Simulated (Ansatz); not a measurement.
# CH3BO (Borane carbonyl): BLYP/def2-TZVP

Aim: the electronic atomisation energy of CH3BO (Borane carbonyl) at BLYP/def2-TZVP, from 5 runs. 

The calculation is run with Ansatz 0.2.0.

## 1. The structure to begin with

The species is CH3BO (6 atoms), meant as a singlet with charge 0. SMILES: `[BH3-]C#[O+]`. Geometry: relaxed at PBE0-D4/def2-TZVP.

Bond lengths: B1–C2 1.512 Å, C2–O3 1.127 Å, B1–H4 1.209 Å, B1–H5 1.209 Å, B1–H6 1.209 Å. Angles: B1–C2–O3 179.9°, C2–B1–H4 104.6°, C2–B1–H5 104.5°, C2–B1–H6 104.5°, H4–B1–H5 113.9°, H4–B1–H6 113.9°, H5–B1–H6 113.9°.

## 2. The energy at BLYP/def2-TZVP

Contents of input.yaml:

```yaml
crystal:
  periodic: [false, false, false]
  atoms:
    - {symbol: B, position_ang: [-0.275160, 0.419730, -0.199910]}
    - {symbol: C, position_ang: [0.494180, -0.755680, 0.359250]}
    - {symbol: O, position_ang: [1.068320, -1.631140, 0.776320]}
    - {symbol: H, position_ang: [-1.437140, 0.121710, -0.050320]}
    - {symbol: H, position_ang: [0.069540, 0.485120, -1.356800]}
    - {symbol: H, position_ang: [0.080260, 1.360240, 0.471460]}
basis:
  gaussian: {orbitals: def2-TZVP}
hamiltonian: {xc: {name: BLYP}}
accuracy: high
output: {orbitals: {seedname: orbitals}}
```

Started as:

```
$ ansatz run input.yaml --threads 1 --pin off --max-ram 3480MiB --events-out events.jsonl --progress --plain --runs-dir runs
```

Output:

```text
Warning: RAYON_NUM_THREADS=1 ignored (pool sized by the plan → 1); use --threads N
Functional definition: BLYP
  name "BLYP"
  parameter beta = 0.0042
  parameter a = 0.04918
  parameter b = 0.132
  parameter c = 0.2533
  parameter d = 0.349
  exchange = b88_x(beta = beta)
  correlation = lyp_c(a = a, b = b, c = c, d = d)
1888 factors; integrals over basis functions are off by at most 3.4e-9 eV
mean field evaluation 1: about -3803.5591 eV, gradient 4.7e1 eV
mean field evaluation 2: about -3801.6177 eV, gradient 5.1e1 eV
mean field evaluation 4: about -3809.2101 eV, gradient 6.3e0 eV
mean field evaluation 8: about -3809.2849 eV, gradient 3.8e-1 eV
mean field evaluation 16: about -3809.2854 eV, gradient 1.4e-6 eV
mean field -3809.28540375 eV, -139.9886565615 hartree, gradient 3.4e-8 eV, S^2 0.000000; 0 other end points of the search recorded, 0 dependent functions left out
reference -3809.28545239 eV, -139.9886583488 hartree; 11, 11 occupied and 100, 100 virtual orbitals, 1888 factors
Total energy: -3809.28545239 eV, -139.9886583488 hartree
```

Run time: 5.1 s. Hardware: 1 thread of Arm Neoverse V1, shared host; peak memory 0.25 GiB.

## 3. The B atom at the same level

Contents of in.yaml:

```yaml
basis:
  gaussian: {orbitals: def2-TZVP}
crystal:
  periodic: [false, false, false]
  atoms:
    - symbol: B
      position_ang: [0.000000, 0.000000, 0.000000]
magnetization: {spin_polarized: true, initial_magnetization: 1}
hamiltonian: {xc: {name: BLYP}}
accuracy: high
```

Run the same way, it converges to -24.65148 Eh (log not shown).

## 4. The C atom

Contents of molecule.yaml:

```yaml
crystal:
  periodic: [false, false, false]
  atoms:
    - {symbol: C, position_ang: [0.000000, 0.000000, 0.000000]}
basis:
  gaussian: {orbitals: def2-TZVP}
accuracy: high
magnetization: {spin_polarized: true, initial_magnetization: 2}
hamiltonian: {xc: {name: BLYP}}
```

Run the same way, it converges to -37.84656 Eh (log not shown).

## 5. The H atom, same level

Contents of run.yaml:

```yaml
crystal:
  periodic: [false, false, false]
  atoms:
    - symbol: H
      position_ang: [0.000000, 0.000000, 0.000000]
basis:
  gaussian:
    orbitals: def2-TZVP
magnetization:
  spin_polarized: true
  initial_magnetization: 1
hamiltonian:
  xc: {name: BLYP}
accuracy: high
```

Run the same way, it converges to -0.49755 Eh (log not shown).

## 6. The O atom

Contents of in.yaml:

```yaml
basis:
  gaussian:
    orbitals: def2-TZVP
crystal:
  periodic: [false, false, false]
  atoms:
    - symbol: O
      position_ang: [0.000000, 0.000000, 0.000000]
magnetization:
  spin_polarized: true
  initial_magnetization: 2
hamiltonian:
  xc: {name: BLYP}
accuracy: high
```

Started as:

```
$ ansatz run in.yaml --threads 1 --pin off --max-ram 3480MiB --events-out events.jsonl --progress --plain --runs-dir runs
```

Output, cut to the lines that bear on the results:

```text
Warning: RAYON_NUM_THREADS=1 ignored (pool sized by the plan → 1); use --threads N
[... 9 set-up lines as earlier in the session ...]
306 factors; integrals over basis functions are off by at most 3.5e-9 eV
mean field evaluation 1: about -2042.8498 eV, gradient 1.0e1 eV
mean field evaluation 2: about -2042.8051 eV, gradient 1.1e1 eV
mean field evaluation 4: about -2043.1706 eV, gradient 2.5e-2 eV
mean field evaluation 8: about -2043.1708 eV, gradient 3.0e-4 eV
mean field evaluation 16: about -2042.9447 eV, gradient 9.0e0 eV
mean field evaluation 32: about -2043.1704 eV, gradient 2.0e-1 eV
mean field evaluation 64: about -2043.1708 eV, gradient 1.7e-4 eV
mean field -2043.17078665 eV, -75.0851414986 hartree, gradient 1.8e-8 eV, S^2 2.002888; 14 other end points of the search recorded, 0 dependent functions left out
reference -2043.17081244 eV, -75.0851424462 hartree; 5, 3 occupied and 26, 28 virtual orbitals, 306 factors
Total energy: -2043.17081244 eV, -75.0851424462 hartree
```

It took 2.2 s on 1 thread of Arm Neoverse V1, shared host.

## 7. Outcome

At BLYP/def2-TZVP:

| quantity | value |
| --- | --- |
| molecule: total energy | -139.98866 Eh |
| molecule: HOMO energy | -8.19 eV |
| molecule: LUMO energy | -2.34 eV |
| molecule: HOMO–LUMO gap | 5.85 eV |
| B atom: total energy | -24.65148 Eh |
| B atom: ⟨S²⟩ | 0.753 |
| C atom: total energy | -37.84656 Eh |
| C atom: ⟨S²⟩ | 2.003 |
| H atom: total energy | -0.49755 Eh |
| H atom: ⟨S²⟩ | 0.750 |
| O atom: total energy | -75.08514 Eh |
| O atom: ⟨S²⟩ | 2.003 |
| electronic atomisation energy | 24.839 eV |

In words: Taking the molecule apart into free atoms costs 24.84 eV (2397 kJ/mol), before zero-point energy and without spin-orbit coupling.
